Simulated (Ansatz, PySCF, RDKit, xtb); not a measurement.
# AlSiH4OF: a search for the lowest isomer

Task: start from the formula AlSiH4OF, draw up candidate structures, narrow them down in stages, and characterise the one that lies lowest at 298.15 K.

Plan: many cheap relaxations first (GFN2-xTB), then density-functional screening, relaxation at PBE-D3(BJ)/def2-SVP, vibrations and a final energy. The numbers are computed, not measured.

7 further runs of the same task are left out: 7 set aside as unsound or not needed.

## Step 1: Drawing up candidates

All bonding patterns within simple valence rules are listed by program: one Lewis structure each, at most two rings and one unusual centre or charged pair. O–O, O–halogen and N–halogen bonds and N–N–N chains are not drawn. That gives 19 candidates.

c022 O[Si@H](F)[AlH2]; c036 F/[SiH]=[O+]\[AlH3-]; c063 [OH][AlH2-][SiH+]F; c132 [F][AlH][O][SiH3]; c326 [OH2+][Si-](F)[AlH2]; c328 O[SiH2][AlH][F]; c430 [F][AlH][OH+][SiH2-]; c459 O[Si+](F)[AlH3-]; c473 [F][Al@@H-]1[OH+][SiH2]1; c525 O[SiH+][AlH2-][F]; c625 [OH][Al@H-]([F])[SiH2+]; c724 [OH2+][SiH-][AlH][F]; c755 [OH][AlH][SiH2]F; c802 F[SiH-][OH+][AlH2]; c812 [F][AlH2-][O+]=[SiH2]; c874 F/[SiH]=[O+]/[AlH3-]; c876 F[SiH2][O][AlH2]; c974 F[Si@@H]1[OH+][AlH2-]1; c991 [OH][Al]([F])[SiH3].

Candidates are built by distance geometry, with a force field where one applies, in up to four conformers (letters a to d). 16 starts with atoms placed at random are added, to find patterns that the rules miss.

**Question.** With final energies at CCSD(T)/def2-TZVP, which structure will this search put lowest in free energy, and by what margin?

| quantity | value |
| --- | --- |
| lowest structure found | [F][AlH][O][SiH3], singlet, C1 |
| next finalist | F[SiH2][O][AlH2], singlet, 9.2 kcal/mol higher in G |
| share at equilibrium, among the finalists | 100.0 % |
| harmonic wavenumbers, lowest and highest (PBE-D3(BJ)/def2-SVP) | 13 and 2169 cm⁻¹ |
| rotational constants, same geometry | 0.4792, 0.06161, 0.05568 cm⁻¹ |
| dipole moment (PBE0/def2-TZVPD) | 1.21 D |
| HOMO energy (PBE0/def2-TZVPD) | -8.94 eV |
| LUMO energy (PBE0/def2-TZVPD) | -0.81 eV |
| HOMO–LUMO gap (PBE0/def2-TZVPD) | 8.12 eV |
| lowest excitation (TD-B3LYP/def2-SVPD) | 6.73 eV (f = 0.006) |
| strongest of the states computed, same level | 8.17 eV (f = 0.237) |
| lowest triplet excitation, same level, Tamm-Dancoff | 6.45 eV |
| vertical ionisation energy | 11.06 eV |
| vertical electron affinity | -0.42 eV (unbound: the value depends on the basis) |
| vertical triplet less singlet | +6.61 eV |

`[F][AlH][O][SiH3]` comes out lowest. The margin of 9.2 kcal/mol over the next finalist is beyond the usual error of the last level; it says nothing of structures that weren't ranked. GFN2-xTB, HF/STO-3G, r2SCAN-D4/def2-SVP, PBE-D3(BJ)/def2-SVP, HF/def2-TZVP and MP2/def2-TZVP already put its bonding pattern lowest among the structures in one piece. Lowest found is not proven lowest: the search is finite, and each finalist counts with one conformer. Patterns outside the rules of the enumeration were met only by chance.
